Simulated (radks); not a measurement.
# Ga⁴⁺ in [Ne] 3s2 3p4 3d9 4p2: an all-electron calculation

One table from this session's results is given with a row withheld; the runs are named, their logs left out.

The numbers are computed with radks (a radial shooting solver on a logarithmic mesh, Libxc functionals) version 1 (Dirac Kohn-Sham, LDA (Slater exchange, Perdew-Wang correlation), spin-unpolarised, spherical densities, point nucleus; open shells are shared between the two j in proportion to 2j + 1), except any that are marked as measured or tabulated.

## What is computed

- element: gallium (Z = 31)
- charge: +4
- electrons: 27
- configuration: [Ne] 3s2 3p4 3d9 4p2

The outer shells:

Ga⁴⁺
```
[Ne] core
3s [↑↓]
3p [↑↓][↑ ][↑ ]
3d [↑↓][↑↓][↑↓][↑↓][↑ ]
4p [↑ ][↑ ][  ]
```

Set-up of the first run:

Settings of this run:

```text
Z 31
configuration [Ne] 3s2 3p4 3d9 4p2 4s0 4d0 5p0 4f0
relativity Dirac
functional lda,pw
spin unpolarised
j_filling average
nucleus point
c 137.035999084
```

Launch:

```
$ python run_ks.py task.json out
```

All runs below come from this command, one after another.

Among the steps run: Self-consistent calculation.

One of the session's tables, all rows but one given; the rest of the session is left out.

It belongs to the step «Shells». Sizes of the orbitals, from the radial functions (bohr):

| level | <r> | outermost maximum (interpolated) | 90 % within | nodes |
| --- | --- | --- | --- | --- |
| 1s1/2 | 0.04866 | 0.0318 | 0.0870 | 0 |
| 2s1/2 | 0.2178 | 0.183 | 0.337 | 1 |
| 2p1/2 | 0.1882 | 0.144 | 0.308 | 0 |
| 2p3/2 | 0.1917 | 0.147 | 0.313 | 0 |
| 3s1/2 | 0.6367 | 0.560 | 0.948 | 2 |
| 3p1/2 | 0.6469 | 0.553 | 0.987 | 1 |
| 3p3/2 | 0.6561 | 0.561 | 1.00 | 1 |
| 3d3/2 | 0.6856 | 0.507 | 1.12 | 0 |
| 3d5/2 | 0.6889 | 0.509 | 1.13 | 0 |
| 4s1/2 | 1.685 | 1.52 | 2.44 | 3 |
| 4p1/2 | 1.861 | 1.67 | 2.71 | 2 |
| 4p3/2 | 1.880 | 1.69 | 2.74 | 2 |
| 4d3/2 | ? | ? | ? | ? |
| 4d5/2 | 2.386 | 2.14 | 3.52 | 1 |
| 5p1/2 | 3.805 | 3.72 | 5.39 | 3 |
| 5p3/2 | 3.834 | 3.75 | 5.43 | 3 |
| 4f5/2 | 3.299 | 2.88 | 4.89 | 0 |
| 4f7/2 | 3.299 | 2.88 | 4.89 | 0 |

Estimate the missing values for 4d3/2.

**Answer.** <r>: 2.381; outermost maximum (interpolated): 2.13; 90 % within: 3.51; nodes: 1. In the column «<r>» it lies between 4p3/2 (1.880) and 4d5/2 (2.386).
